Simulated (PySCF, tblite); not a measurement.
**C₃H₇Br₂FGe: geometry, infrared bands and NMR shifts**

Wanted: the infrared bands and NMR shifts of C₃H₇Br₂FGe (`C[C](C)(Br)[Ge@H]([F])[Br]`), by calculation.

The runs use tblite 0.8.0 and PySCF 2.14.0, with density-fitted response routines of our own; the level of theory stands in each step. All values are computed, except where a source is named. Atoms are numbered from 0 throughout.

### 1 Starting geometry

14 atoms, charge 0, multiplicity 1; geometry from: force field or distance geometry start.

Bonds of the start (Å): C0–C1 1.51, C1–C2 1.49, C1–Br3 1.93, C1–Ge4 1.95, Ge4–F5 1.77, Ge4–Br6 2.34, C0–H7 1.11, C0–H8 1.12, C0–H9 1.09, C2–H10 1.12, C2–H11 1.11, C2–H12 1.12, Ge4–H13 1.55.

### 2 Geometry optimisation with GFN2-xTB

The job: settings as JSON, then the geometry in Å.

```
{"job": {"kind": "relax", "xc": "GFN2-xTB", "basis": "xTB"}, "charge": 0, "multiplicity": 1}
C     -0.886000    -1.222200    -0.154700
C     -0.317500     0.082700     0.346400
C     -0.725800     1.273600    -0.451300
Br    -0.995100     0.349700     2.129600
Ge     1.631100    -0.000100     0.310500
F      2.238400     1.249600    -0.791600
Br     2.379800    -2.071900    -0.474400
H     -1.981100    -1.249700    -0.008800
H     -0.467100    -2.035100     0.487800
H     -0.663100    -1.416400    -1.207400
H     -0.232200     1.203600    -1.450400
H     -0.283700     2.167400     0.044800
H     -1.835600     1.377500    -0.544200
H      2.137200     0.290700     1.741500
```

Run with:

```
$ OMP_NUM_THREADS=1 python probes_run.py task.json out
```

This one command runs all jobs of the session in turn.

**Question.** This job is followed by: GFN2-xTB harmonic vibrations, gas phase; GIAO PBE0/pcSseg-1 NMR shielding, non-relativistic, gas phase. What will the session give for the following? strongest single infrared mode (GFN2-xTB); zero-point energy (GFN2-xTB); 13C shifts against TMS (PBE0/pcSseg-1); 1H shifts against TMS (PBE0/pcSseg-1, means over atoms taken as alike); 79Br shifts against HBr (PBE0/pcSseg-1); 73Ge shifts against GeMe4 (PBE0/pcSseg-1); 19F shifts against CFCl3 (PBE0/pcSseg-1).

As calculated:

```
                                                              quantity                  value
                             strongest single infrared mode (GFN2-xTB)  1804 cm⁻¹, 242 km/mol
                                          zero-point energy (GFN2-xTB)          56.9 kcal/mol
                                13C shifts against TMS (PBE0/pcSseg-1)   72.8, 33.0, 32.3 ppm
1H shifts against TMS (PBE0/pcSseg-1, means over atoms taken as alike)   6.60, 2.12, 2.11 ppm
                               79Br shifts against HBr (PBE0/pcSseg-1)            602, 28 ppm
                             73Ge shifts against GeMe4 (PBE0/pcSseg-1)                 73 ppm
                              19F shifts against CFCl3 (PBE0/pcSseg-1)             -157.6 ppm
```

In words: Relaxing lowered the energy by 0.416 eV in 104 steps; the close pair that moved most is C1–Ge4, from 1.951 to 2.033 Å. All 36 modes are real, so the xTB geometry is a minimum. The strongest single mode, at 1804 cm⁻¹, moves mainly H13. Unscaled tight-binding wavenumbers are off by several per cent, some by more. Its intensities can rank the bands wrongly. C1 stands next to heavy halogen, whose spin-orbit shielding this run leaves out, so the computed shift lies too far downfield, most of all for carbon beside Br or I. At PBE0/pcSseg-1: The widest tensor belongs to Br3: span 1496 ppm, with a paramagnetic part of -1104 ppm. Spin-orbit coupling is left out, which matters for shieldings and couplings at and beside the heavy atoms.
